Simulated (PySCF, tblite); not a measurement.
# C6H7F2N: geometry, infrared bands and NMR shifts

Wanted: the infrared bands and NMR shifts of C6H7F2N (`C[C@@H]1[C@H](F)C[C@]1(F)C#N`), by calculation.

Computed with tblite 0.8.0 and PySCF 2.14.0, with density-fitted response routines of our own, on a single molecule in the gas phase. Atoms are numbered from 0 throughout.

### 1 Starting geometry

16 atoms, charge 0, multiplicity 1; geometry from: force field or distance geometry start.

Bonds of the start (Å): C0–C1 1.49, C1–C2 1.52, C2–F3 1.37, C2–C4 1.54, C4–C5 1.53, C5–F6 1.38, C5–C7 1.46, C7–N8 1.14, C5–C1 1.52, C0–H9 1.13, C0–H10 1.12, C0–H11 1.10, C1–H12 1.10, C2–H13 1.12, C4–H14 1.11, C4–H15 1.11.

### 2 Relaxing the molecule with GFN2-xTB

What the job is given:

```
{"job": {"kind": "relax", "xc": "GFN2-xTB", "basis": "xTB"}, "charge": 0, "multiplicity": 1}
C      1.067100     0.274400    -1.091200
C      0.582700    -0.671800    -0.047900
C     -0.829000    -1.157900    -0.345600
F     -1.097100    -1.452600    -1.655100
C     -1.240200     0.255900     0.116500
C     -0.077900     0.088000     1.091000
F     -0.463500    -0.676500     2.169300
C      0.589700     1.341400     1.439300
N      1.098600     2.331800     1.704800
H      0.954400     1.351800    -0.760800
H      0.490100     0.166300    -2.039300
H      2.141500     0.151400    -1.317800
H      1.274200    -1.478000     0.256000
H     -1.232500    -1.867400     0.426900
H     -1.078400     1.044100    -0.643100
H     -2.187200     0.307900     0.685600
```

Command:

```sh
> OMP_NUM_THREADS=1 python probes_run.py task.json out
```

The driver reads the jobs from task.json and runs them one after another.

**Question.** This job is followed by: GFN2-xTB harmonic vibrations, gas phase; GIAO PBE0/pcSseg-1 NMR shielding, non-relativistic, gas phase. Predict these results of the whole session: strongest single infrared mode (GFN2-xTB); zero-point energy (GFN2-xTB); 13C shifts against TMS (PBE0/pcSseg-1); 1H shifts against TMS (PBE0/pcSseg-1, means over atoms taken as alike); 19F shifts against CFCl3 (PBE0/pcSseg-1); 15N shifts against NH3 (PBE0/pcSseg-1).

As calculated:

| quantity | value |
| --- | --- |
| strongest single infrared mode (GFN2-xTB) | 2405 cm⁻¹, 119 km/mol |
| zero-point energy (GFN2-xTB) | 74.7 kcal/mol |
| 13C shifts against TMS (PBE0/pcSseg-1) | 120.9, 87.5, 86.6, 49.9, 45.4, 12.4 ppm |
| 1H shifts against TMS (PBE0/pcSseg-1, means over atoms taken as alike) | 5.36, 3.10, 2.98, 2.89, 1.48 ppm |
| 19F shifts against CFCl3 (PBE0/pcSseg-1) | -179.6, -219.8 ppm |
| 15N shifts against NH3 (PBE0/pcSseg-1) | 318.1 ppm |

What this shows: Relaxing lowered the energy by 0.935 eV in 117 steps; the close pair that moved most is C0–H9, from 1.133 to 1.088 Å. All 42 modes are real, so the xTB geometry is a minimum. The strongest single mode, at 2405 cm⁻¹, moves mainly C7 and N8. GFN2-xTB is a fitted tight-binding method: band positions and strengths are rough. Its intensities can rank the bands wrongly. The most deshielded carbon is C7 (nitrile carbon), at 120.9 ppm: C≡N carbons fall here, among the sp2 signals but without a proton. The most deshielded hydrogen is H13 (hydrogen on an sp3 CH bonded to F), at 5.36 ppm: its carbon carries F, hence the downfield position. At PBE0/pcSseg-1: The widest tensor belongs to N8: span 469 ppm, with a paramagnetic part of -390 ppm.
